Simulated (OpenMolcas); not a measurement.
**Rh³⁺ among point charges: CASSCF and CASPT2 levels and susceptibility**

Aim: the splitting of the states of Rh³⁺ in the field of 6 point charges, its lowest levels with spin-orbit coupling and its magnetic susceptibility.

Method: state-averaged CASSCF and CASPT2, spin-orbit coupling by RASSI with atomic mean-field integrals. Code: OpenMolcas 26.06.

**1. What is computed**

```
Species                           : Rh³⁺ (rhodium, Z = 45, 42 electrons)
Basis                             : ANO-RCC-VDZP [6s5p3d1f], 43 functions
Scalar Hamiltonian                : DKH2, point nucleus
Inactive shells                   : 1s 2s 2p 3s 3p 3d 4s 4p
Active space                      : 6 electrons in 5 orbitals (4d)
Some configurations of this space : 4d6
Orbitals                          : optimised for each spin and parity, averaged over all roots
```

Outer shells as boxes (Hund's rule):

4d6
```
4d [↑↓][↑ ][↑ ][↑ ][↑ ]
```

The ion sits among 6 point charges of -0.85 e arranged as an octahedron (Oh), 1.8 Å from the ion.

Each step is its own input file, run in one work folder so that later steps find the files of earlier ones. Labels, J, g values, rates, χT and fits are worked out afterwards by a script from the matrices that RASSI stores. The input lists half of the charges; inversion (Group=XYZ) makes the rest.

**2. GATEWAY and SEWARD: basis and integrals**

File a.inp:

```
&GATEWAY
Coord
1

Rh 0.0 0.0 0.0
Basis=ANO-RCC-VDZP
Group=XYZ
NoMove
AngMom=0.0 0.0 0.0
AMFI
XField
3 Angstrom 0
1.800000 0.000000 0.000000 -0.850000
0.000000 1.800000 0.000000 -0.850000
0.000000 0.000000 1.800000 -0.850000
&SEWARD
```

The run is started by

```bash
> OMP_NUM_THREADS=1 MOLCAS_MEM=1689 MOLCAS_PROJECT=a pymolcas a.inp > a.log
```

**3. Reference wave functions, quintets of even parity, 5 roots**

File a.inp:

```
&RASSCF
FileOrb=start.orb
Symmetry=1
Spin=5
nActEl=6 0 0
Inactive=9 9
Ras2=5 0
CIRoot=5 5 1
SDav=5
CIMx=300
Iter=120 100
PrWF=0.3
OrbListing=Nothing
MaxOrb=0
>>> COPY $Project.JobIph JOB001
```

start.orb holds the contracted functions of the basis, ordered by shell, or the orbitals of the step before.

**4. CASSCF: triplets of even parity, 45 roots**

File a.inp:

```
&RASSCF
FileOrb=start.orb
Symmetry=1
Spin=3
nActEl=6 0 0
Inactive=9 9
Ras2=5 0
CIRoot=45 45 1
SDav=45
CIMx=300
Iter=120 100
PrWF=0.3
OrbListing=Nothing
MaxOrb=0
>>> COPY $Project.JobIph JOB002
```

**5. Reference wave functions, singlets of even parity, 50 roots**

File a.inp:

```
&RASSCF
FileOrb=start.orb
Symmetry=1
Spin=1
nActEl=6 0 0
Inactive=9 9
Ras2=5 0
CIRoot=50 50 1
SDav=50
CIMx=300
Iter=120 100
PrWF=0.3
OrbListing=Nothing
MaxOrb=0
>>> COPY $Project.JobIph JOB003
```

**6. RASSI: spin-orbit coupling between the states**

File a.inp:

```
&RASSI
NrOfJobIphs=3 5 45 50
1 2 3 4 5
1 2 3 4 5 6 7 8 9 10 11 12 13 14 15 16 17 18 19 20 21 22 23 24 25 26 27
28 29 30 31 32 33 34 35 36 37 38 39 40 41 42 43 44 45
1 2 3 4 5 6 7 8 9 10 11 12 13 14 15 16 17 18 19 20 21 22 23 24 25 26 27
28 29 30 31 32 33 34 35 36 37 38 39 40 41 42 43 44 45 46 47 48 49 50
IphNames
JOB001
JOB002
JOB003
EJob
SpinOrbit
DIPRint=1.0
SOCoupling=1000.0
Subsets=2
Property=9
'ANGMOM' 1 'ANGMOM' 2 'ANGMOM' 3 'MLTPL  1' 1 'MLTPL  1' 2 'MLTPL  1' 3
'AMFI' 1 'AMFI' 2 'AMFI' 3
SOProperty=3
'ANGMOM' 1 'ANGMOM' 2 'ANGMOM' 3
```

**7. CASPT2: IPEA 0.25, imaginary shift 0.1 (closed shells correlated: 4s 4p)**

File a.inp:

```
>>> COPY JOB001 $Project.JobIph
&CASPT2
Multistate=5 1 2 3 4 5
NoMult
Frozen=8 6
IPEA=0.25
Imaginary=0.1
MaxIter=60
WThr=0.0 0.3 0.05
PrWF=0.5
NoMix
>>> COPY JOB002 $Project.JobIph
&CASPT2
Multistate=45 1 2 3 4 5 6 7 8 9 10 11 12 13 14 15 16 17 18 19 20 21 22
23 24 25 26 27 28 29 30 31 32 33 34 35 36 37 38 39 40 41 42 43 44 45
NoMult
Frozen=8 6
IPEA=0.25
Imaginary=0.1
MaxIter=60
WThr=0.0 0.3 0.05
PrWF=0.5
NoMix
>>> COPY JOB003 $Project.JobIph
&CASPT2
Multistate=50 1 2 3 4 5 6 7 8 9 10 11 12 13 14 15 16 17 18 19 20 21 22
23 24 25 26 27 28 29 30 31 32 33 34 35 36 37 38 39 40 41 42 43 44 45 46
47 48 49 50
NoMult
Frozen=8 6
IPEA=0.25
Imaginary=0.1
MaxIter=60
WThr=0.0 0.3 0.05
PrWF=0.5
NoMix
```

(Steps that only read results are left out.)

Before running it: what results should come out? Wanted: spin-free ground state; first state of the same spin within the active space; lowest level; next level.

The runs gave:

| quantity | value |
| --- | --- |
| method | SS-CASPT2, IPEA 0.25, imaginary shift 0.1 (closed shells correlated: 4s 4p) |
| spin-free ground state | 5T2, 3-fold in its orbital part |
| first state of the same spin within the active space | 5E at 7030 cm⁻¹ |
| lowest level | 3-fold T2 |
| next level | 489.4 cm⁻¹ |
| χT at 300 K | 4.37 cm³ K/mol |
| effective moment at 300 K | 5.91 μB |

Cost by method:

| method | time of its own steps | time with the reference |
| --- | --- | --- |
| A. CASSCF | 21 s | 21 s |
| B. SS-CASPT2, IPEA 0.25, imaginary shift 0.1, +4s 4p | 5.7 s | 27 s |

Times are of one thread on a shared host.

The spin-free ground state (5T2) comes to 100 % from free-ion D terms and keeps the highest spin of the shell. χT at 300 K is 4.37, against 3.01 cm³ K/mol for the spin alone, so orbital moment adds to it. An active space of the d shell alone favours high spin; real ions in strong fields can be low spin. CASPT2 does not keep the components of a term degenerate, and the means are used. The field of point charges can differ much from that of real complexes. With metal d orbitals alone active, the gaps between spin states are rough; where two lie within a few thousand cm-1, their order is open. Point charges carry no covalency, so the field is a model and not that of real ligands.
